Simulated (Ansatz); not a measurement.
# GaPH6O3: small, medium and large basis sets

Aim: see how fast density functionals converge with the basis set for GaPH6O3.

Program: Ansatz 0.2.0, Gaussian basis. Level of theory: one geometry, several basis sets. These are calculated values, not measurements.

Levels to be run: PBE0-D4/def2-SVP; ωB97M-V/def2-SVP; PBE0-D4/def2-QZVPP; ωB97M-V/def2-QZVPP; the functionals' def2-TZVPP values are taken from earlier runs.

## (1) Structure used throughout

All runs share one geometry, relaxed beforehand with PBE0-D4 in a triple-zeta def2 set.

SMILES `[OH][Ga-]([OH])([OH])[PH3+]`, 11 atoms, charge 0, spin multiplicity 1.

Atoms are counted from 1 here; the program's logs count them from 0.

Bond lengths: O1–Ga2 1.801 Å, O1–H6 0.959 Å, Ga2–O3 1.801 Å, Ga2–O4 1.801 Å, Ga2–P5 2.576 Å, O3–H7 0.959 Å, O4–H8 0.959 Å, P5–H9 1.409 Å, P5–H10 1.409 Å, P5–H11 1.409 Å. Angles: Ga2–O1–H6 112.3°, O1–Ga2–O3 118.2°, O1–Ga2–O4 118.2°, O1–Ga2–P5 97.8°, O3–Ga2–O4 118.2°, O3–Ga2–P5 97.9°, O4–Ga2–P5 97.8°, Ga2–O3–H7 112.3°, Ga2–O4–H8 112.3°, Ga2–P5–H9 118.9°, Ga2–P5–H10 119.0°, Ga2–P5–H11 118.8°, H9–P5–H10 98.6°, H9–P5–H11 98.6°, H10–P5–H11 98.6°.

## (2) PBE0-D4 in def2-SVP

Input file in.yaml:

```yaml
crystal:
  periodic: [false, false, false]
  atoms:
    - {symbol: O, position_ang: [-1.777244, 0.351677, 1.087567]}
    - {symbol: Ga, position_ang: [-0.221226, -0.481746, 0.728024]}
    - {symbol: O, position_ang: [1.211875, -0.084010, 1.744297]}
    - {symbol: O, position_ang: [-0.286195, -2.103383, -0.053736]}
    - {symbol: P, position_ang: [0.432600, 0.885778, -1.355224]}
    - {symbol: H, position_ang: [-1.725670, 0.896459, 1.875462]}
    - {symbol: H, position_ang: [1.801270, -0.833075, 1.852677]}
    - {symbol: H, position_ang: [-1.183691, -2.431308, -0.138640]}
    - {symbol: H, position_ang: [0.683725, 2.265413, -1.214217]}
    - {symbol: H, position_ang: [1.596465, 0.531641, -2.066798]}
    - {symbol: H, position_ang: [-0.466610, 0.945352, -2.438812]}
basis:
  gaussian: {orbitals: def2-SVP}
hamiltonian: {xc: pbe0, dispersion: d4}
output: {orbitals: {seedname: orbitals}}
```

The run is started by

```
$ ansatz run in.yaml --threads 8 --pin off --events-out ev --progress --plain --max-ram 20889MiB
```

Further steps of the session: ωB97M-V in def2-SVP; PBE0-D4 in def2-QZVPP; ωB97M-V in def2-QZVPP.

Q: Predict the results of all the runs planned. Wanted: PBE0-D4: double and triple zeta above quadruple; ωB97M-V: double and triple zeta above quadruple.

**Answer**, as computed:

| quantity | value |
| --- | --- |
| PBE0-D4: double and triple zeta above quadruple | 19.82, 1.89 eV |
| ωB97M-V: double and triple zeta above quadruple | 19.92, 1.81 eV |

PBE0-D4 gains 17.94 eV from double to triple zeta, then 1.89 eV more. These are total energies; as a rule much of such shifts cancels in differences, which this series doesn't test. The LUMO of ωB97M-V is positive and keeps falling with the basis (2.06 to 0.99 eV): an unbound level that the basis holds in place.
